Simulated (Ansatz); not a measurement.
Turn this script for the Ansatz DFT code, driven from Python into the input file that the command-line program reads.

Run as a notebook:

```python
from pathlib import Path

import ansatz as az
import numpy as np
import pandas as pd
```

```python
snf3 = (
    az.Lattice.fcc(8.321)
    .space_group(225)
    .atom("Sn", (0.0, 0.0, 0.0))
    .atom("Sn", (0.5, 0.0, 0.0))
    .atom("F", (0.276, 0.0, 0.0))
    .primitive()
)
```

```python
base = (
    snf3.calculation()
    .functional(az.Functional.PBESOL)
    .basis(10 * az.Ha)
    .accuracy("medium")
    .kpoints(5, shift=0.5)
    .occupations("fixed")
    .density()
    .potential()
    .electron_localization_function()
    .output_files(volumetric_format="npy")
    .populations()
    .band_table()
    .forces()
)
session = base.session()
planned = session.plan(threads=1)
out = planned.execute()
summary = out.report
```

    DeckWarning: basis.ecutwfc = 272.11386245988 eV is below the records' recommended 420 eV, and the density's cutoff is lower with it unless basis.ecutrho_ratio is high enough to keep the records' density cutoff: compare with a run at a higher cutoff
    DeckWarning: crystal.symmetry: narrowed to the stabiliser of the k-point mesh — unitary ops 48 → 12; excluded 36 operations that carry a point of the 5×5×5 mesh (shift [0.5, 0.5, 0.5]) off the mesh [...]

```python
out.lattice.cell_ang
```

    array([[5.09514301e-16, 4.16050000e+00, 4.16050000e+00],
           [4.16050000e+00, 2.54757150e-16, 4.16050000e+00],
           [4.16050000e+00, 4.16050000e+00, 0.00000000e+00]])

```python
summary["free_energy_ev"]
```

    -16693.789143144208

```python
summary["kpoints_frac"][:4]
```

    [[0.1, 0.1, 0.1], [0.1, 0.1, 0.30000000000000004], [0.1, 0.1, -0.5],
     [0.1, 0.1, -0.30000000000000004]]

```python
energy = summary["free_energy_ev"]
print("SnF3: {:.6f} eV = {:.6f} Ry = {:.6f} Ha".format(energy, energy / 13.605693, energy / 27.211386))
print("Fermi level {:.4f} eV, {} k-points, {} symmetry operations".format(summary["fermi_energy_ev"], summary["n_kpoints"], summary["n_symmetry_ops"]))
```

    SnF3: -16693.789143 eV = -1226.970882 Ry = -613.485441 Ha
    Fermi level 2.9469 eV, 19 k-points, 12 symmetry operations

```python
folder = Path(out.write_results("fields"))
print("densities in e/A^3, potentials in eV, ELF without unit")
for name in sorted(p.name for p in folder.glob("*.npy")):
    field = np.load(folder / name)
    print(f"{name:16s} {str(field.shape):16s} min {field.min():10.4f}  mean {field.mean():10.4f}  max {field.max():10.4f}")
```

    densities in e/A^3, potentials in eV, ELF without unit
    elf.npy          (32, 32, 32)     min     0.0000  mean     0.1955  max     0.8290
    rho.npy          (32, 32, 32)     min    -0.0002  mean     0.4860  max    17.1305
    v_es.npy         (32, 32, 32)     min   -46.1662  mean     4.1319  max    69.8639
    v_tot.npy        (32, 32, 32)     min   -72.5198  mean    -3.9961  max    23.3224

```python
files = Path(out.write_results("tables"))
print((files / "populations.tsv").read_text())
```

    # site	symbol	l	j	q
    # orbitals = lowdin
    # n_electrons = 70.000000
    # spilling = 0.003315
    0	Sn	0_5S	-	1.904932
    0	Sn	1_5P	-	0.838555
    0	Sn	2_4D	-	9.997730
    1	Sn	0_5S	-	0.711456
    1	Sn	1_5P	-	1.185615
    1	Sn	2_4D	-	9.991019
    2	F	0_2S	-	1.861059
    2	F	1_2P	-	5.662054
    3	F	0_2S	-	1.861059
    3	F	1_2P	-	5.662054
    4	F	0_2S	-	1.861059
    4	F	1_2P	-	5.662054
    5	F	0_2S	-	1.861059
    5	F	1_2P	-	5.662054
    6	F	0_2S	-	1.861059
    6	F	1_2P	-	5.662054
    7	F	0_2S	-	1.861059
    7	F	1_2P	-	5.662054

```python
eps, occ = np.array(summary["eigenvalues_ev"]), np.array(summary["occupations"])
wk = np.tile(summary["kweights"], len(eps) // len(summary["kweights"]))
print(f"sum of w f eps = {wk @ (eps * occ).sum(axis=1):.4f} eV, reported band energy {summary['components']['e_band']:.4f} eV")
```

    sum of w f eps = -659.0459 eV, reported band energy -659.0459 eV

```python
table = pd.DataFrame(summary["forces_ev_ang"], columns=["fx", "fy", "fz"])
table.insert(0, "atom", [site["symbol"] for site in summary["lattice"]["sites"]])
table.round(4)
```

      atom      fx      fy      fz
    0   Sn  0.0000 -0.0000  0.0000
    1   Sn  0.0000  0.0000 -0.0000
    2    F -3.1679  0.0027  0.0027
    3    F  0.0027  0.0027 -3.1679
    4    F -0.0027 -0.0027  3.1679
    5    F -0.0027  3.1679 -0.0027
    6    F  0.0027 -3.1679  0.0027
    7    F  3.1679 -0.0027 -0.0027

`input.yaml`:
```yaml
crystal:
  lattice: { bravais: fcc, a: 8.321 }
  space_group: 225
  atoms:
    - { symbol: Sn, position: [0.0, 0.0, 0.0] }
    - { symbol: Sn, position: [0.5, 0.0, 0.0] }
    - { symbol: F, position: [0.276, 0.0, 0.0] }
  reduce_to_primitive: true
accuracy: medium
basis:
  ecutwfc: 272.1138624599
kpoints:
  mp_grid: { grid: [5, 5, 5], shift: [0.5, 0.5, 0.5] }
hamiltonian:
  xc: pbesol
scf:
  occupations: { method: fixed }
output:
  write_density: true
  write_potential: true
  volumetric_format: npy
  populations: true
  elf: true
  forces: true
  eigenvalues: true
```

Launched from the shell:
```console
$ ansatz run input.yaml --threads 1 --pin off --max-ram 3072MiB --backend cpu --events-out ev --progress --plain --runs-dir out
Warning: basis.ecutwfc = 272.1138624599 eV is below the records' recommended 420 eV, and the density's cutoff is lower with it unless basis.ecutrho_ratio is high enough to keep the records' density cutoff: compare with a run at a higher cutoff
Warning: crystal.symmetry: narrowed to the stabiliser of the k-point mesh — unitary ops 48 → 12; excluded 36 operations that carry a point of the 5×5×5 mesh (shift [0.5, 0.5, 0.5]) off the mesh (the run samples exactly the mesh kpoints.mp_grid names, as under crystal.symmetry.detect: false, and its converged state has the mesh's symmetry, not the crystal's; ε∞, the Born charges and the force [...]
crystal.space_group: 225 is read as Fm-3m: the typed cell holds Sn8F24 (Sn 4a, Sn 4b, F 24e). Least distances (Å): Sn–Sn 4.160, Sn–F 1.864, F–F 2.636
crystal.space_group generates its sites in this order, which a site index counts, at these fractional coordinates of the primitive cell where crystal.reduce_to_primitive is true, and else of the cell that is read (crystal.supercell repeats the list replica by replica, and crystal.defects acts on that): 0: Sn [0.000000, 0.000000, 0.000000]; 1: Sn [0.500000, 0.500000, 0.500000]; 2: F [0.724000, 0.276000, 0.276000]; 3: F [0.276000, 0.276000, 0.724000]; 4: F [0.724000, 0.724000, 0.276000]; 5: F [0.724000, 0.276000, 0.724000]; 6: F [0.276000, 0.724000, 0.276000]; 7: F [0.276000, 0.724000, 0.724000];
Engine: ansatz 0.2.0, aarch64-unknown-linux-gnu
Pseudopotentials: kind: paw
Pseudopotential: Sn, paw, valence charge 14, recommended cutoff 420 eV (normal), Sn.paw.azcp
Pseudopotential: F, paw, valence charge 7, recommended cutoff 420 eV (normal), F.paw.azcp
Functional definition: PBEsol
  exchange = pbesol_x
  correlation = pbesol_c
Crystal: 8 atoms, lattice volume = 144.035 Å³
Basis set: ecut = 272.1138624599 eV, 1459 PW (Γ), exchange–correlation on 64×64×64 points (8 copies of the dense FFT grid, shifted against one another)
Bands: 43, of which v1, the nominal top of the filled ones, is band 35 counted from 1 (34 counted from 0)
Symmetry: 12 space group operations
k-points: 19 of 125
Non-local potential: Sn, projectors of the file, l = 0: 2, l = 1: 2, l = 2: 2, l = 3: 2
Non-local potential: F, projectors of the file, l = 0: 2, l = 1: 2, l = 2: 1
PAW form: soft (Blöchl's): semilocal exchange-correlation on the pseudo side does not see the compensation charge
PAW frozen core: Sn, regenerated for the run's functional, and the local potential with it (the file was generated under x = pbe(κ = 0.804, μ = 0.2195149727645171), c = pbe(β = 0.06672455060314922))
PAW frozen core: F, regenerated for the run's functional, and the local potential with it (the file was generated under x = pbe(κ = 0.804, μ = 0.2195149727645171), c = pbe(β = 0.06672455060314922))
PAW one-centre angular grid: Sn, 590 points (default); XC on 64 Gauss nodes
PAW one-centre angular grid: F, 110 points (default); XC on 64 Gauss nodes
Initial density: superposition of atomic densities (neutral atoms: chi_scale 0, normalization atom), corrected by the library's trained network
Initial wavefunctions: pseudopotential atomic-orbital guess
Functional: x = pbesol(κ = 0.804, μ = 0.12345679012345678), c = pbesol(β = 0.046)
SCF iter   1: F=—  HF=-16694.244274 eV  |F-HF|=—  |Δ(HF+E_count)|=         —  Δρ=5.65e-2  dr2=1.44e0  ethr=1.77e-3  ⟨swp⟩=5.0  Hψ=3036  notcnv=0  defer=101
preconditioner: auto → Resta (q_TF=auto, 2.419 Å⁻¹)  ε∞=2.7  [insulator: Δε(μ)=3.262 eV  Ē_g=19.671 eV  n_scr=26 (ndim 8)  ℏωp=25.9 eV  f_vac=0.325  ε∞_Penn≈2.7]
SCF iter   2: F=—  HF=-16693.781054 eV  |F-HF|=—  |Δ(HF+E_count)|=   4.63e-1  Δρ=1.40e-2  dr2=8.84e-2  ethr=1.77e-3  ⟨swp⟩=2.0  Hψ=1691  notcnv=0  defer=95
SCF iter   3: F=—  HF=-16693.783584 eV  |F-HF|=—  |Δ(HF+E_count)|=   2.53e-3  Δρ=7.64e-3  dr2=1.72e-2  ethr=1.26e-4  ⟨swp⟩=2.9  Hψ=1346  notcnv=0  defer=110
SCF iter   4: F=—  HF=-16693.788518 eV  |F-HF|=—  |Δ(HF+E_count)|=   4.93e-3  Δρ=3.33e-4  dr2=4.21e-5  ethr=2.45e-5  ⟨swp⟩=2.0  Hψ=1071  notcnv=0  defer=110
SCF iter   5: F=—  HF=-16693.789143 eV  |F-HF|=—  |Δ(HF+E_count)|=   6.25e-4  Δρ=7.05e-5  dr2=6.27e-6  ethr=6.02e-8  ⟨swp⟩=2.9  Hψ=1532  notcnv=0  defer=93
SCF iter   6: F=—  HF=-16693.789143 eV  |F-HF|=—  |Δ(HF+E_count)|=   5.70e-7  Δρ=2.37e-5  dr2=6.46e-7  ethr=8.95e-9  ⟨swp⟩=2.0  Hψ=1375  notcnv=0  defer=95
SCF iter   7: F=-16693.789143 eV  HF=-16693.789143 eV  |F-HF|=6.87e-8  |Δ(HF+E_count)|=   1.47e-7  Δρ=8.40e-6  dr2=8.75e-8  ethr=1.43e-10  ⟨swp⟩=16.3  Hψ=6651  notcnv=0
SCF 1 converged in 7 iterations: F = -16693.789143 eV  dr2 = 8.75e-8
  greatest PAW one-centre occupation: 1.003 electrons in one spin orbital (limit 2), on the Sn atom at site 1 (counted from 0), in its partial waves of l = 2
SCF converged after 7 iterations
Free energy (F): -16693.789143 eV
Harris-Foulkes:  -16693.789143 eV  (|F-HF|=6.87e-8)
Internal energy: -16693.789143 eV  (E = F + TS)
E sigma→0 (E₀):  -16693.789143 eV
Fermi energy:    2.946890 eV
--- Per-component energies (eV) ---
  E_band       = -659.045857
  E_kinetic    = 1683.427415
  E_local      = -7628.668951  (includes V_loc(G=0)·N_el)
  E_nonlocal   = 336.445033
  E_hartree    = 3437.150127
  E_xc         = -1244.486389
  E_vxc        = -820.729372  (∫ρ·V_xc dr)
  E_paw        = -9287.470172  (= ΣΔE_a)
  E_vpaw       = -1103.878674  (= ΣTr[D̂ρ^β])
  E_aug_tail   = 0.069135  (compensation charges beyond the density's cutoff)
  E_ewald      = -3991.079677
  E_core_change = 0.824335  (= ΣΔE_core)
  E_smearing   = -0.000000  (= −TS)
  E_closure    = 0.000000  (closes the sum)
  Σ components = -16693.789143   (vs F -16693.789143, Δ=0.00e0)
--- Forces (eV/Å), atoms counted from 1 ---
  atom   1  Sn    -0.00000000     0.00000000     0.00000000
  atom   2  Sn     0.00000000     0.00000000    -0.00000000
  atom   3  F     -3.16794734     0.00273583     0.00273583
  atom   4  F      0.00273583     0.00273583    -3.16794734
  atom   5  F     -0.00273583    -0.00273583     3.16794734
  atom   6  F     -0.00273583     3.16794734    -0.00273583
  atom   7  F      0.00273583    -3.16794734     0.00273583
  atom   8  F      3.16794734    -0.00273583    -0.00273583
  max |Σ_I F_I| component: 4.96e-16 eV/Å
--- Band table (eV; the first three rows and the last of 19) ---
  k-point 0: bands = ["-21.5510", "-21.5510", "-21.3458", "-20.5391", "-20.5371", "-20.5371", "-17.4574", "-17.4574", "-17.4557", "-17.3300", "-17.3300", "-17.1724", "-17.1724", "-17.1710", "-16.0295", "-16.0295", "-6.9081", "-4.0712", "-3.9281", "-3.9281", "-1.8013", "-1.7993", "-1.7993", "-1.1656", "-1.0904", "-1.0904", "-1.0613", "-1.0613", "-0.9929", "-0.9929", "-0.9798", "-0.3293", "-0.3245", "-0.3245", "0.8848", "7.9100", "8.3704", "8.3704", "9.0536", "10.8468", "11.4931", "13.5063", "13.5063"]
  k-point 1: bands = ["-21.5453", "-21.5375", "-21.3208", "-20.5852", "-20.5699", "-20.5408", "-17.4569", "-17.4567", "-17.4564", "-17.2816", "-17.1955", "-17.1726", "-17.1724", "-17.1721", "-16.1629", "-16.0796", "-6.6344", "-4.4212", "-3.8628", "-3.6373", "-1.8214", "-1.7525", "-1.7384", "-1.5150", "-1.4703", "-1.2235", "-1.1224", "-1.0809", "-1.0106", "-0.9847", "-0.9285", "-0.4246", "-0.4204", "-0.3530", "1.5835", "7.2367", "8.4372", "8.7545", "9.8803", "10.8276", "11.4195", "13.3149", "13.4868"]
  k-point 2: bands = ["-21.5344", "-21.5277", "-21.2880", "-20.6226", "-20.5925", "-20.5756", "-17.4574", "-17.4561", "-17.4556", "-17.1732", "-17.1725", "-17.1723", "-17.1436", "-17.0923", "-16.2679", "-16.2242", "-6.0917", "-5.1318", "-3.4885", "-3.3290", "-1.9194", "-1.9022", "-1.8055", "-1.7389", "-1.5675", "-1.4518", "-1.2347", "-1.2084", "-0.9933", "-0.9759", "-0.8685", "-0.5034", "-0.5009", "-0.4245", "2.3443", "6.5708", "8.8293", "9.0346", "10.4684", "10.7638", "11.8683", "12.9739", "13.1540"]
  k-point 18: bands = ["-21.5276", "-21.5276", "-21.2844", "-20.6361", "-20.5927", "-20.5927", "-17.4584", "-17.4556", "-17.4556", "-17.1748", "-17.1723", "-17.1723", "-17.0936", "-17.0936", "-16.2672", "-16.2672", "-6.0413", "-5.2873", "-3.3250", "-3.3250", "-1.9303", "-1.9303", "-1.8098", "-1.7646", "-1.5216", "-1.5216", "-1.2645", "-1.2645", "-0.9669", "-0.9669", "-0.8450", "-0.5029", "-0.5029", "-0.4544", "2.3264", "6.4086", "9.0379", "9.0379", "10.3554", "10.8383", "12.0199", "12.9518", "12.9518"]
--- Löwdin populations: 8 sites ---
  site symbol       q [e]
     0     Sn     12.7412
     1     Sn     11.8881
     2      F      7.5231
     3      F      7.5231
     4      F      7.5231
     5      F      7.5231
     6      F      7.5231
     7      F      7.5231
  spilling = 0.003315 (of n_electrons = 70.000000)
```

What to keep in mind:
- The settings weren't tested for convergence.
- The cutoff lies under the one recommended for these potentials.
- The Fermi level of a run with fixed occupations marks the highest occupied state on its mesh, not mid-gap.
- The zero of the levels is a convention of the potentials, so an absolute Fermi energy is no work function.
- Of the deposited cell: it was measured well above room temperature.
- The fields are valence quantities on the plane-wave grid; their values near the nuclei depend on the potentials.
- The structure is a deposited one; some such entries were measured under pressure or heat, so a shift against it needn't be the functional's error alone.
- Gaps and levels are Kohn-Sham values on a finite set of k-points, without spin-orbit coupling.
- Warnings are shown shortened and without file and line.
- Run time: 6.3 s on 1 thread of Arm Neoverse V1 (shared host), peak memory 0.46 GiB.

(Lines on the test bed's own set-up are left out of the output.)
